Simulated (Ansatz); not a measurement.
# SZr: the cost of one run

The runs use Ansatz 0.2.0, Gaussian basis; def2-TZVPP, core rule «outside noble gas», up to 9 orbitals frozen.

Plan: UHF; CCSD(T) on RHF; CCSD(T) on UHF; CCSDT(Q) on RHF; CCSDT(Q) on UHF; CASSCF and MRCISD+Q, 10 electrons in 10 orbitals; CASSCF and NEVPT2, 10 electrons in 10 orbitals.

13 further runs of the same task are left out: 8 for a known fault of the program, 1 that didn't finish, 4 set aside as unsound or not needed. Runs told in other sessions of the task aren't counted.

## (1) The geometry

The geometry is a PBE0/def2-TZVP stationary point (not a proven minimum) of the parent state, kept for this charge and spin. No spin-orbit coupling is included. Elements past krypton take def2 core potentials.

2 atoms, charge 0, spin multiplicity 1.

Atoms are counted from 1 here; the program's logs count them from 0.

Bond lengths: Zr1–S2 2.183 Å.

## (2) UHF

Contents of in.yaml:

```yaml
crystal:
  periodic: [false, false, false]
  atoms:
    - {symbol: Zr, position_ang: [0.000000, 0.000000, 0.000000]}
    - {symbol: S, position_ang: [0.000000, 0.000000, 2.182917]}
basis:
  gaussian: {orbitals: def2-TZVPP}
magnetization: {spin_polarized: true, initial_magnetization: 0}
hamiltonian: {xc: hf}
output: {orbitals: {seedname: orbitals}}
```

Launch:

```bash
$ ansatz run in.yaml --threads 1 --pin off --events-out ev --progress --plain --max-ram 2816MiB --backend cpu
```

Q: Estimate wall time and peak memory on 1 thread of AMD EPYC 7R13, shared host.

About 14 s, with a peak of 0.27 GiB.
